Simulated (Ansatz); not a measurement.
# BGeHO (triplet): wave-function methods side by side at a displaced geometry (v2), cc-pVDZ

One table from this session's results is given with a row withheld; the runs are named, their logs left out.

Method: cc-pVDZ, core rule «outside noble gas», up to 16 orbitals frozen; program: Ansatz 0.2.0, Gaussian basis.

To be run: UHF; CCSD(T) on ROHF; CCSD(T) on UHF; BCCD(T) on ROHF; CISD as a restricted active space (open shells left free, so some higher excitations enter); CCSDT(Q) on ROHF; CCSDT(Q) on UHF.

18 further runs of the same task are left out: 6 that didn't finish, 12 set aside as unsound or not needed. Runs told in other sessions of the task aren't counted.

### What is computed

The geometry is a PBE0/def2-TZVP stationary point (not a proven minimum) with its atoms shifted at random (size 0.100 Å). No spin-orbit coupling is included. The filled d shell of Ge may be among the frozen orbitals whatever the setting's name suggests.

4 atoms, charge 0, spin multiplicity 3.

Atoms are counted from 1 here; the program's logs count them from 0.

Bond lengths: B1–Ge2 2.021 Å, Ge2–O3 1.667 Å, Ge2–H4 1.467 Å. Angles: B1–Ge2–O3 121.4°, B1–Ge2–H4 109.7°, O3–Ge2–H4 127.1°.

Set-up of the first run:

in.yaml

```yaml
crystal:
  periodic: [false, false, false]
  atoms:
    - {symbol: B, position_ang: [0.133325, -0.775529, 1.793285]}
    - {symbol: Ge, position_ang: [-0.031549, 0.219603, 0.042127]}
    - {symbol: O, position_ang: [0.045072, -0.577538, -1.420258]}
    - {symbol: H, position_ang: [0.128180, 1.659373, 0.273807]}
basis:
  gaussian: {orbitals: cc-pVDZ}
magnetization: {spin_polarized: true, initial_magnetization: 2}
hamiltonian: {xc: hf}
output: {orbitals: {seedname: orbitals}}
```

The run is started by

```bash
ansatz run in.yaml --threads 1 --pin off --events-out ev --progress --plain --max-ram 2393MiB
```

Steps of the session up to this table: UHF; CCSD(T) on ROHF; CCSD(T) on UHF; BCCD(T) on ROHF; CISD as a restricted active space (open shells left free, so some higher excitations enter); CCSDT(Q) on ROHF; CCSDT(Q) on UHF.

One table of the session follows, with a row left open; its other results are not shown here.

```
   method  from RCCSDT(Q) (kcal/mol)
     ROHF                    +228.18
      UHF                    +223.05
     RMP2                     +25.03
     UMP2                     +42.89
    RCCSD                     +12.33
    UCCSD                     +12.12
 RCCSD(T)                      +2.38
 UCCSD(T)                      +3.74
  BCCD(T)                      +2.30
   RCCSDT                      +0.92
   UCCSDT                      +1.10
RCCSDT(Q)                          0
UCCSDT(Q)                          ?
```

**Question.** Estimate the row for UCCSDT(Q).

The run gave: from RCCSDT(Q) (kcal/mol): -0.75. In the column «from RCCSDT(Q) (kcal/mol)» it is the lowest.

Not comparable, so not listed: CISD as a restricted active space (open shells left free, so some higher excitations enter) (they don't share determinant, frozen orbitals or solution with the rows shown, or repeat one).

To keep in mind: Warnings: spin contamination; large T1 diagnostic. Restricted and unrestricted rows rest on different reference determinants; a gap between their highest levels can come from leftover correlation error, from unlike frozen cores or from another state.
